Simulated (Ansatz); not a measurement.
**CH9AlSiSn: a ladder of functionals and wavefunction methods**

An exercise on one series of results from a longer session: the logs are not shown, and one member is left open.

Computed with Ansatz 0.2.0, Gaussian basis. Level: functionals in def2-TZVPP, the program's frozen cores in correlated methods.

The runs, in order: PBE-D4, r2SCAN-D4, PBE0-D4, B3LYP-D4, ωB97X-V, ωB97M-V, B2PLYP; CCSD(T)/def2-TZVPP; MP2/def2-QZVPP; extrapolation to the limit.

### The geometry

An earlier PBE0-D4 in a triple-zeta def2 set relaxation fixed the geometry. Sn takes the def2 core potential; no spin-orbit term is included.

SMILES `[CH3][AlH][SiH2][SnH3]`, 13 atoms, charge 0, spin multiplicity 1.

Atoms are counted from 1 here; the program's logs count them from 0.

Bond lengths: C1–Al2 1.952 Å, C1–H5 1.096 Å, C1–H6 1.096 Å, C1–H7 1.092 Å, Al2–Si3 2.458 Å, Al2–H8 1.593 Å, Si3–Sn4 2.561 Å, Si3–H9 1.495 Å, Si3–H10 1.495 Å, Sn4–H11 1.710 Å, Sn4–H12 1.710 Å, Sn4–H13 1.710 Å. Angles: Al2–C1–H5 110.2°, Al2–C1–H6 110.1°, Al2–C1–H7 113.8°, H5–C1–H6 106.2°, H5–C1–H7 108.1°, H6–C1–H7 108.1°, C1–Al2–Si3 121.8°, C1–Al2–H8 119.3°, Si3–Al2–H8 118.8°, Al2–Si3–Sn4 113.8°, Al2–Si3–H9 110.9°, Al2–Si3–H10 110.8°, Sn4–Si3–H9 107.6°, Sn4–Si3–H10 107.5°, H9–Si3–H10 105.9°, Si3–Sn4–H11 112.5°, Si3–Sn4–H12 110.5°, Si3–Sn4–H13 110.5° and more.

Set-up of the first run:

in.yaml reads:

```yaml
crystal:
  periodic: [false, false, false]
  atoms:
    - {symbol: C, position_ang: [-1.213456, 2.802604, -0.012299]}
    - {symbol: Al, position_ang: [-0.962106, 0.904709, 0.368231]}
    - {symbol: Si, position_ang: [0.949699, -0.355266, -0.526078]}
    - {symbol: Sn, position_ang: [0.986193, -2.817479, 0.177622]}
    - {symbol: H, position_ang: [-1.258306, 3.373338, 0.921906]}
    - {symbol: H, position_ang: [-2.173839, 2.962506, -0.515099]}
    - {symbol: H, position_ang: [-0.428670, 3.234007, -0.636436]}
    - {symbol: H, position_ang: [-2.023439, 0.145324, 1.281023]}
    - {symbol: H, position_ang: [2.241854, 0.257261, -0.090801]}
    - {symbol: H, position_ang: [0.959396, -0.315384, -2.020362]}
    - {symbol: H, position_ang: [2.331899, -3.660740, -0.456332]}
    - {symbol: H, position_ang: [-0.429578, -3.613426, -0.358560]}
    - {symbol: H, position_ang: [1.040653, -2.952056, 1.881888]}
basis:
  gaussian: {orbitals: def2-TZVPP}
hamiltonian: {xc: pbe, dispersion: d4}
output: {forces: true, orbitals: {seedname: orbitals}}
```

Started as:

```console
> ansatz run in.yaml --threads 4 --pin off --events-out ev --progress --plain --max-ram 10444MiB
```

Steps of the session up to this table: PBE-D4 (GGA); r2SCAN-D4 (meta-GGA); PBE0-D4 (hybrid); B3LYP-D4 (hybrid); ωB97X-V (range-separated); ωB97M-V (range-separated); B2PLYP (double hybrid); CCSD(T) in def2-TZVPP; MP2 in def2-QZVPP.

One table of the session follows, with a row left open; its other results are not shown here.

It belongs to the step «Atomisation energies». 

```
            method  atomisation energy (kJ/mol)
            PBE-D4                       3683.7
         r2SCAN-D4                       3715.9
           PBE0-D4                       3678.5
          B3LYP-D4                            ?
           ωB97X-V                       3746.8
           ωB97M-V                       3709.7
            B2PLYP                       3648.1
     HF/def2-TZVPP                       2794.6
    MP2/def2-TZVPP                       3588.5
   CCSD/def2-TZVPP                       3608.1
CCSD(T)/def2-TZVPP                       3644.4
           MP2/CBS                       3675.6
       CCSD(T)/CBS                       3731.6
```

**Question.** Estimate the row for B3LYP-D4.

**Answer.** atomisation energy (kJ/mol): 3701.8. In the column «atomisation energy (kJ/mol)» it lies between PBE-D4 (3683.7) and ωB97M-V (3709.7).

Caveats from the session: Free atoms (1 C, 1 Al, 1 Si, 1 Sn, 9 H) were run apart at each level; the atomisation energy is their sum less the molecule, without zero-point or spin-orbit terms.
